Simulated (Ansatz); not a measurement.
# C2H6BrFGaN: vertical ionisation energy

One table from this session's results is given with a row withheld; the runs are named, their logs left out.

Program: Ansatz 0.2.0, Gaussian basis. Level of theory: unrestricted cation, the program's frozen cores in correlated methods. These are calculated values, not measurements.

The runs, in order: UKS PBE-D4/def2-TZVPP; UKS r2SCAN-D4/def2-TZVPP; UKS PBE0-D4/def2-TZVPP; UKS B3LYP-D4/def2-TZVPP; UKS wB97X-V/def2-TZVPP; UKS wB97M-V/def2-TZVPP; UKS B2PLYP/def2-TZVPP; UHF-CCSD(T)/def2-TZVPP; UHF-MP2/def2-QZVPP; extrapolation to the limit; then −ε(HOMO) from the neutral's earlier runs with LDA (SPW92), PBE-D4, revPBE-D4, BLYP-D4, r2SCAN-D4, B97M-V, PBE0-D4, B3LYP-D4, r2SCANh-D4, r2SCAN0-D4, HSE06-D4, BHLYP-D4, CAM-B3LYP-D4, LC-ωPBE, ωB97X-V, ωB97M-V.

## The geometry

The geometry comes from an earlier relaxation with PBE0-D4 in a triple-zeta def2 set; it is a stationary point, not always the lowest conformer.

12 atoms, charge 0, spin multiplicity 1.

Atoms are counted from 1 here; the program's logs count them from 0.

Bond lengths: C1–N2 1.441 Å, C1–H7 1.098 Å, C1–H8 1.098 Å, C1–H9 1.092 Å, N2–C3 1.443 Å, N2–Ga4 1.795 Å, C3–H10 1.091 Å, C3–H11 1.098 Å, C3–H12 1.098 Å, Ga4–F5 1.747 Å, Ga4–Br6 2.262 Å. Angles: N2–C1–H7 111.2°, N2–C1–H8 111.2°, N2–C1–H9 110.9°, H7–C1–H8 107.5°, H7–C1–H9 107.9°, H8–C1–H9 107.9°, C1–N2–C3 114.4°, C1–N2–Ga4 123.6°, C3–N2–Ga4 122.0°, N2–C3–H10 110.8°, N2–C3–H11 111.2°, N2–C3–H12 111.1°, H10–C3–H11 108.0°, H10–C3–H12 108.0°, H11–C3–H12 107.5°, N2–Ga4–F5 117.9°, N2–Ga4–Br6 124.3°, F5–Ga4–Br6 117.8°.

Set-up of the first run:

in.yaml

```yaml
crystal:
  periodic: [false, false, false]
  atoms:
    - {symbol: C, position_ang: [-0.607706, -0.580663, 1.148324]}
    - {symbol: N, position_ang: [0.011804, 0.003233, -0.014247]}
    - {symbol: C, position_ang: [1.032789, -0.816210, -0.622098]}
    - {symbol: Ga, position_ang: [-0.433959, 1.611672, -0.673732]}
    - {symbol: F, position_ang: [0.413145, 2.175273, -2.094333]}
    - {symbol: Br, position_ang: [-2.020038, 2.958793, 0.213021]}
    - {symbol: H, position_ang: [0.131832, -0.777207, 1.936396]}
    - {symbol: H, position_ang: [-1.092389, -1.535559, 0.903607]}
    - {symbol: H, position_ang: [-1.368114, 0.085059, 1.560933]}
    - {symbol: H, position_ang: [1.462590, -0.318007, -1.492604]}
    - {symbol: H, position_ang: [0.623595, -1.781122, -0.950781]}
    - {symbol: H, position_ang: [1.846460, -1.025282, 0.085513]}
basis:
  gaussian: {orbitals: def2-TZVPP}
total_charge: 1
magnetization: {spin_polarized: true, initial_magnetization: 1}
hamiltonian: {xc: pbe, dispersion: d4}
```

Among the steps run: Cation, UKS PBE-D4/def2-TZVPP; Cation, UKS r2SCAN-D4/def2-TZVPP; Cation, UKS PBE0-D4/def2-TZVPP; Cation, UKS B3LYP-D4/def2-TZVPP; Cation, UKS wB97X-V/def2-TZVPP; Cation, UKS wB97M-V/def2-TZVPP; Cation, UKS B2PLYP (frozen core)/def2-TZVPP; Cation, UHF-CCSD(T)/def2-TZVPP; Cation, UHF-MP2/def2-QZVPP.

One of the session's tables, all rows but one given; the rest of the session is left out.

For comparison, −ε(HOMO) of the neutral from earlier runs:

```
  functional  −ε(HOMO) (eV)
 LDA (SPW92)           5.78
      PBE-D4           5.62
   revPBE-D4           5.55
     BLYP-D4           5.52
   r2SCAN-D4           5.85
      B97M-V           5.95
     PBE0-D4           6.88
    B3LYP-D4           6.69
  r2SCANh-D4              ?
  r2SCAN0-D4           7.05
    HSE06-D4           6.48
    BHLYP-D4           8.10
CAM-B3LYP-D4           8.26
     LC-ωPBE           9.58
     ωB97X-V           9.25
     ωB97M-V           9.17
```

Estimate the missing values for r2SCANh-D4.

Worked estimate for «−ε(HOMO) (eV)». Against the share of exact exchange, r2SCAN-D4 (0, 5.85), r2SCAN0-D4 (0.25, 7.05) give a slope of 4.80 per unit share; at 0.1 the line stands at 6.33.

The run gave: −ε(HOMO) (eV): 6.33. In «−ε(HOMO) (eV)» the line misses by 0.00.
